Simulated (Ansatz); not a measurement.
# TaRu (210): surface bands without and with spin-orbit coupling

Which states of the TaRu (210) slab sit at its faces? Bands are computed with their weight on the outer planes, first scalar-relativistic and then with spin-orbit coupling at the same geometry.

Method: DFT PBEsol, scalar-relativistic, plane waves, PAW, in Ansatz 0.2.0.

1 further run of the same task is left out (set aside as unsound or not needed). Runs told in other sessions of the task aren't counted.

## 1. The starting structure

It takes space group Pm (No. 6, monoclinic). Conventional cell: a = 6.761 Å, b = 3.387 Å, c = 25.141 Å, α = 90.00°, β = 90.00°, γ = 90.00°. Around Ta (site symmetry m) lie 4 Ru at 2.57 to 2.62 Å and 1 Ta at 2.83 Å. Ru (site symmetry m) is surrounded by 6 Ta at 2.62 to 2.65 Å and 2 Ru at 2.97 to 2.98 Å. Ta (site symmetry m) is surrounded by 6 Ru at 2.65 to 2.82 Å and 2 Ta at 2.99 Å. Ru (site symmetry m) is surrounded by 8 Ta at 2.57 to 2.84 Å and 3 Ru at 2.94 to 3.07 Å. Ta (site symmetry m) is surrounded by 8 Ru at 2.65 to 2.84 Å and 4 Ta at 2.83 to 3.07 Å. Ru (site symmetry m) has 8 Ta at 2.68 to 2.82 Å and 4 Ru at 2.94 to 3.07 Å in its first shell of neighbours. Around Ta (site symmetry m) lie 8 Ru at 2.68 to 2.75 Å and 4 Ta at 3.01 to 3.17 Å. Around Ru (site symmetry m) lie 8 Ta at 2.73 to 2.76 Å and 4 Ru at 3.00 to 3.07 Å. Only part of the 16 independent sites is listed.

Coordinates:

```
Ta Ru
1.0
     3.38723    0.00000    0.00000
     0.00000    6.76065    0.00000
     0.00000    0.00000   25.14098
Ta Ru
8 8
Direct
  0.50000 0.69081 0.30798
  0.50000 0.11040 0.34522
  0.50000 0.48846 0.40674
  0.50000 0.90072 0.45797
  0.50000 0.29404 0.51402
  0.50000 0.69457 0.56800
  0.50000 0.09264 0.62655
  0.50000 0.51354 0.67844
  0.00000 0.40580 0.32903
  0.00000 0.80745 0.37798
  0.00000 0.19219 0.43227
  0.00000 0.59897 0.48656
  0.00000 0.99731 0.54032
  0.00000 0.39666 0.59288
  0.00000 0.78290 0.64487
  0.00000 0.23353 0.69118
```

Miller indices refer to the conventional cell of the relaxed bulk, P4/mmm (No. 123): a = 3.023 Å, b = 3.023 Å, c = 3.387 Å, α = 90.00°, β = 90.00°, γ = 90.00°.

As cut, it was a (210) slab, 10.1 Å thick as cut, with 15 Å of vacuum; its outer planes are Ru (top) and Ta (bottom); it was relaxed in an earlier run.

## 2. Scalar-relativistic bands

A dipole layer in the vacuum cancels the field that periodic copies would set up if the slab's two faces differ.

Contents of input.yaml:

```yaml
crystal:
  lattice:
    - [3.3872292518, 0.0, 0.0]
    - [0.0, 6.7606544076, 0.0]
    - [0.0, 0.0, 25.1409816114]
  atoms:
    - { symbol: Ta, position: [0.5, 0.6908083106, 0.3079787272] }
    - { symbol: Ru, position: [0.0, 0.405798247, 0.3290310781] }
    - { symbol: Ta, position: [0.5, 0.1104044002, 0.3452162883] }
    - { symbol: Ru, position: [0.0, 0.8074548066, 0.3779802411] }
    - { symbol: Ta, position: [0.5, 0.488458796, 0.4067400196] }
    - { symbol: Ru, position: [0.0, 0.1921911261, 0.4322712569] }
    - { symbol: Ta, position: [0.5, 0.9007174541, 0.4579684976] }
    - { symbol: Ru, position: [0.0, 0.5989738747, 0.486562149] }
    - { symbol: Ta, position: [0.5, 0.2940445115, 0.5140198991] }
    - { symbol: Ru, position: [0.0, -0.0026866867, 0.5403177505] }
    - { symbol: Ta, position: [0.5, 0.6945653234, 0.567999381] }
    - { symbol: Ru, position: [0.0, 0.3966617364, 0.5928759895] }
    - { symbol: Ta, position: [0.5, 0.0926407919, 0.6265477786] }
    - { symbol: Ru, position: [0.0, 0.7828951338, 0.644866527] }
    - { symbol: Ta, position: [0.5, 0.5135430393, 0.678443904] }
    - { symbol: Ru, position: [0.0, 0.2335291352, 0.6911805125] }
basis:
  ecutwfc: 420
kpoints:
  mp_grid: { grid: [10, 5, 1] }
  band_path:
    path: [[0.5, 0, 0], [0, 0, 0], [0, 0.5, 0], [0.5, 0.5, 0], [0, 0, 0]]
    npoints: 12
hamiltonian:
  xc: pbesol
scf:
  occupations: { method: gaussian, width: 0.1 }
  n_extra_bands: 38
output:
  forces: true
  eigenvalues: true
  populations: true
  fatbands: true
  write_density: true
  write_potential: true
  elf: true
  volumetric_format: npy
efield:
  axis: 3
  dipole_correction: true
  ramp_width: 0.04
```

Started as:

```sh
> ansatz run input.yaml --threads 8 --pin off --max-ram 15360MiB --backend cpu --events-out ev --progress --plain --runs-dir out
```

## 3. The same slab, spin-orbit coupling on

Changes to input.yaml since step 2:

```diff
@@ -33,3 +33,3 @@
   occupations: { method: gaussian, width: 0.1 }
-  n_extra_bands: 38
+  n_extra_bands: 76
 output:
@@ -43,2 +43,5 @@
   volumetric_format: npy
+magnetization:
+  noncollinear: true
+  spin_orbit: true
 efield:
```

## 4. The bulk with spin-orbit coupling

Contents of input.yaml:

```yaml
crystal:
  lattice:
    - [3.3872292518, 0.0, 0.0]
    - [0.0, 6.7606544075, -2.0e-10]
    - [0.0, 2.704261763, 1.3521308814]
  atoms:
    - { symbol: Ta, position: [0.5, 0.5, 0.5] }
    - { symbol: Ru, position: [0.0, 0.0, 0.0] }
basis:
  ecutwfc: 420
kpoints:
  mp_grid: { grid: [10, 5, 25] }
hamiltonian:
  xc: pbesol
scf:
  occupations: { method: gaussian, width: 0.1 }
output:
  forces: true
  stress: true
  eigenvalues: true
magnetization:
  noncollinear: true
  spin_orbit: true
```

(Steps that only read results are left out.)

Before running it: what results should come out? Wanted: work function, top face; gap of the slab on the mesh; gap of the bulk on the mesh; surface energy.

As calculated:

```
                                        quantity                                                 value
    work function, top face (scalar, spin-orbit)                                      4.28 eV, 4.28 eV
gap of the slab on the mesh (scalar, spin-orbit)  none (metal or semimetal), none (metal or semimetal)
gap of the bulk on the mesh (scalar, spin-orbit)  none (metal or semimetal), none (metal or semimetal)
             surface energy (scalar, spin-orbit)                                  2.98 J/m², 2.99 J/m²
```

**Reading.** Without spin-orbit coupling, no projected state within 0.3 eV of the Fermi level has over 55 % of its weight on the two outermost planes of each face, which hold 31 % of the atoms. With spin-orbit coupling, no projected state within 0.3 eV of the Fermi level has over 55 % of its weight on the two outermost planes of each face, which hold 31 % of the atoms. Spin-orbit coupling changes the work function by +0.000 eV. The share is a threshold, so a state just under it isn't absent; the pictures show the weights themselves.
